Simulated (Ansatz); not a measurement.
# C3H6Si: the cost of one run

Computed with the Python package of Ansatz 0.2.0. Level of theory: B3LYP+D4/6-31G*.

**1. Starting point**

Bond lengths: Si1–C2 1.791 Å, C2–C3 1.405 Å, C2–C4 1.490 Å, C3–C4 1.285 Å, Si1–H5 1.511 Å, Si1–H6 1.531 Å, Si1–H7 1.519 Å, C2–H8 1.045 Å, C3–H9 1.055 Å, C4–H10 1.070 Å. Angles (14 of 18 angles, heavy atoms first): Si1–C2–C3 117.7°, Si1–C2–C4 119.4°, C3–C2–C4 52.6°, C2–C3–C4 67.1°, C2–C4–C3 60.3°, Si1–C2–H8 118.3°, C3–C2–H8 115.7°, C4–C2–H8 116.7°, C2–Si1–H5 112.9°, C2–Si1–H6 111.8°, C2–Si1–H7 113.8°, C2–C3–H9 152.3°, C4–C3–H9 140.6°, C2–C4–H10 141.9°.

The script holds or builds the structure itself.

**2. The script**

c3h6si_freq.py

```python
'''Harmonic frequencies of C3H6Si at its relaxed geometry.'''

import itertools

import ansatz as az
from ase import Atoms
from ase.data import atomic_numbers, covalent_radii
import numpy as np

atoms = Atoms(['Si', 'C', 'C', 'C', 'H', 'H', 'H', 'H', 'H', 'H'], positions=[
    (-1.0602, 0.5412, -0.6333),
    (-0.02, -0.6225, 0.2459),
    (1.3611, -0.5904, -0.0125),
    (1.0562, -0.1097, 1.1396),
    (-1.5555, 0.0046, -1.9566),
    (-2.317, 0.897, 0.1651),
    (-0.3848, 1.8713, -0.9196),
    (-0.4151, -1.5618, 0.4785),
    (2.2038, -0.7979, -0.6118),
    (1.2146, 0.3171, 2.1077),
])
c3h6si = az.Crystal.molecule_from_ase(atoms)

calculation = (
    c3h6si.calculation()
    .basis(gaussian='6-31G*')
    .functional('b3lyp', dispersion='d4')
)
symbols = [site.symbol for site in c3h6si.cartesian_sites]
start = np.array([site.position_ang for site in c3h6si.cartesian_sites], dtype=float)
rep = calculation.relax(force_tolerance=0.003).run(threads=1, backend='cpu').report
end = np.array(rep['positions_ang'])

# pairs closer than 1.2 times the sum of covalent radii, before or after
radius = [covalent_radii[atomic_numbers[s]] for s in symbols]
span = lambda where, i, j: np.linalg.norm(where[i] - where[j])
bonded = [(i, j) for i, j in itertools.combinations(range(len(symbols)), 2) if min(span(start, i, j), span(end, i, j)) < 1.2 * (radius[i] + radius[j])]
print('pair        before    after (A)')
for i, j in bonded:
    print(f'{symbols[i]}{i}-{symbols[j]}{j}'.ljust(10), f'{span(start, i, j):8.4f} {span(end, i, j):8.4f}')
for first, second in list(itertools.combinations(bonded, 2)):
    shared = set(first) & set(second)
    if shared and symbols[(j := shared.pop())] != 'H':
        i, k = sorted((set(first) | set(second)) - {j})
        u, v = end[i] - end[j], end[k] - end[j]
        angle = np.degrees(np.arccos(np.clip(u @ v / np.linalg.norm(u) / np.linalg.norm(v), -1, 1)))
        print(f'final angle {symbols[i]}{i}-{symbols[j]}{j}-{symbols[k]}{k}: {angle:.2f} deg')

# frequencies need a stationary point, so they are taken at the relaxed geometry
minimum = az.Crystal.molecule()
for symbol, place in zip(symbols, end):
    minimum = minimum.atom(symbol, place.tolist())
vibrating = (
    minimum.calculation()
    .basis(gaussian='6-31G*')
    .functional('b3lyp', dispersion='d4')
    .phonons(temperatures=(200, 600, 100))
)
vib = vibrating.run(threads=1, backend='cpu').report['vibrations']
sums = vib['harmonic_sums']
modes = [m['omega_inv_cm'] for m in sums['modes_at_gamma'] if m['rigid_motion'] == 'no']
for number, w in enumerate(modes, start=1):
    print(f'mode {number:2d} {w:9.1f} 1/cm {w / 8065.544 * 1000:8.2f} meV')
print('imaginary modes:', sum(w < 0 for w in modes), ' zero-point energy:', round(sums['zero_point_energy_ev'], 4), 'eV')
print('T (K)   F_vib (eV)   S_vib (meV/K)   C_vib (meV/K)')
for row in zip(sums['temperatures_k'], sums['vibrational_free_energy_ev'], vib['entropy_ev_per_k'], vib['heat_capacity_ev_per_k']):
    print(f'{row[0]:6.1f} {row[1]:11.4f} {1000 * row[2]:13.4f} {1000 * row[3]:15.4f}')
```

**3. Launch**

On the command line:

```bash
$ python c3h6si_freq.py
```

What time and memory should one allow on 1 thread of Arm Neoverse V2, shared host?

About 2.2 min, with a peak of 0.23 GiB.
